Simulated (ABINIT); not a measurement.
B, 1 atom in the cell. The structure is cubic, space group Pm-3m (No. 221). The conventional cell has a = 1.878 Å, b = 1.878 Å, c = 1.878 Å, α = 90.00°, β = 90.00°, γ = 90.00°. Around B (site symmetry m-3m) lie 6 B at 1.88 Å. The cell was built by a generator and needn't be a form met in nature. The cell isn't the ideal one: cell relaxed.

```yaml
Program: ABINIT 10.8.3 (patched build)
Task: single point
Functional: PBEsol
Potentials_or_basis: PseudoDojo NC SR PBEsol v0.4.1 standard
Cutoff: 1034 eV
k_mesh: 10 × 10 × 10
Occupations: fermi-dirac, width 0.05 eV
Spin: no spin polarisation
```

Potentials or basis: PseudoDojo NC SR PBEsol v0.4.1 standard.

Launch:

```bash
$ abinit run.abi > log 2>&1
```

Hardware: 1 thread of Arm Neoverse V1 (shared host).

Question: How long does it take, and how much memory?

Answer: It took 2.4 s on 1 thread of Arm Neoverse V1, on a shared host, peak memory 0.11 GiB. Counts: scf iterations 5, mpi ranks 1, k points 56, bands 6, plane waves 516.
